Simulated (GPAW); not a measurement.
# NbTe in GPAW: the effect of strain biaxial xy

Crystal: NbTe.

```
CELL_PARAMETERS angstrom
3.55486 0.00000 0.00000
-1.77743 3.07860 0.00000
0.00000 0.00000 3.69421
ATOMIC_POSITIONS crystal
Te 0.66667 0.33333 0.00000
Nb 0.00000 0.00000 0.50000
```

The cell comes from a database or a generator and needn't be the stable form of this composition.

Alike in all runs:

* Program: GPAW 26.7.0
* Task: single point
* Functional: PBEsol
* Potentials or basis: PAW data sets generated in the run's folder for this functional
* Cutoff: 600 eV
* Basis: pw
* k mesh: 8 × 8 × 7
* Occupations: fermi-dirac, width 0.05 eV
* Spin: no spin polarisation
* Maxiter: 150

```tsv
strain biaxial xy	pressure (GPa)
-0.04	3.5
-0.02	-1.8
-0.01	?
0	-6.1
0.01	-8.0
0.02	-9.6
0.04	-12.4
```

**Question.** What does the run with strain biaxial xy -0.01 give?

**Answer.** Pressure -4.1 GPa.

Worked out: A parabola through the other rows of the pressure, of slope -219 GPa per unit of strain biaxial xy there, gives -4.0 GPa, against the run's -4.1.

Caveats: the density grid can change from cell to cell, which puts small steps into energies and stress.
